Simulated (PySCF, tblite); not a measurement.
# 1-butanesulfonyl chloride (C₄H₉ClO₂S): geometry, infrared bands and NMR shifts

Aim: predict the infrared bands and NMR shifts of 1-butanesulfonyl chloride (C₄H₉ClO₂S) (`CCCCS(=O)(=O)Cl`).

Programs: tblite 0.8.0 and PySCF 2.14.0, with density-fitted response routines of our own. Each step states its level of theory. These are calculated values for one molecule in the gas phase, unless marked as measured. Atoms are numbered from 0 throughout.

## (1) The starting structure

17 atoms, charge 0, multiplicity 1; geometry from: force field or distance geometry start.

Bonds of the start (Å): C0–C1 1.53, C1–C2 1.52, C2–C3 1.48, C3–S4 1.75, S4–O5 1.48, S4–O6 1.53, S4–Cl7 2.10, C0–H8 1.09, C0–H9 1.12, C0–H10 1.13, C1–H11 1.10, C1–H12 1.11, C2–H13 1.13, C2–H14 1.12, C3–H15 1.14, C3–H16 1.11.

## (2) Relaxing the molecule with GFN2-xTB

The job: settings as JSON, then the geometry in Å.

```
{"job": {"kind": "relax", "xc": "GFN2-xTB", "basis": "xTB"}, "charge": 0, "multiplicity": 1}
C     -2.328700    -0.731400     0.088700
C     -0.970900    -0.307600    -0.476600
C     -0.253500     0.511900     0.589100
C      1.083000     0.995800     0.160100
S      2.267700    -0.237800    -0.221300
O      2.569400    -1.191800     0.871300
O      1.808900    -0.932300    -1.504100
Cl     4.104700     0.612000    -0.781000
H     -2.224300    -1.546000     0.812800
H     -2.709200     0.188800     0.598000
H     -3.029700    -0.987200    -0.760100
H     -1.190400     0.297800    -1.367200
H     -0.366200    -1.205700    -0.702300
H     -0.941500     1.388800     0.795600
H     -0.234500    -0.107600     1.523200
H      1.483400     1.574500     1.058100
H      0.925000     1.689900    -0.694200
```

Started as:

```sh
OMP_NUM_THREADS=1 python probes_run.py task.json out
```

One launch serves the whole session: the jobs run in the order shown.

**Question.** This job is followed by: GFN2-xTB harmonic vibrations, gas phase; GIAO PBE0/pcSseg-1 NMR shielding, non-relativistic, gas phase. Predict these results of the whole session: strongest single infrared mode (GFN2-xTB); zero-point energy (GFN2-xTB); 13C shifts against TMS (PBE0/pcSseg-1); 1H shifts against TMS (PBE0/pcSseg-1, means over atoms taken as alike); 33S shifts against CS2 (PBE0/pcSseg-1); 17O shifts against H2O (PBE0/pcSseg-1, means over atoms taken as alike); 35Cl shifts against HCl (PBE0/pcSseg-1).

The runs gave:

```
                                                               quantity                       value
                              strongest single infrared mode (GFN2-xTB)       1292 cm⁻¹, 390 km/mol
                                           zero-point energy (GFN2-xTB)               82.5 kcal/mol
                                 13C shifts against TMS (PBE0/pcSseg-1)  77.1, 30.0, 27.4, 16.2 ppm
 1H shifts against TMS (PBE0/pcSseg-1, means over atoms taken as alike)  3.64, 1.82, 1.53, 1.02 ppm
                                 33S shifts against CS2 (PBE0/pcSseg-1)                     345 ppm
17O shifts against H2O (PBE0/pcSseg-1, means over atoms taken as alike)                   310.5 ppm
                                35Cl shifts against HCl (PBE0/pcSseg-1)                     611 ppm
```

**Reading.** Over 92 steps the energy fell by 0.984 eV; of the close pairs, S4–O6 changed most, 1.529 to 1.426 Å. No mode is imaginary among the 45: a minimum at this level. The strongest single mode, at 1292 cm⁻¹, has its largest shares on S4, O6 and O5 (the list is cut at 3 atoms). Unscaled tight-binding wavenumbers are off by several per cent, some by more. Its intensities can rank the bands wrongly. At PBE0/pcSseg-1: The widest tensor belongs to Cl7: span 1041 ppm, with a paramagnetic part of -805 ppm.
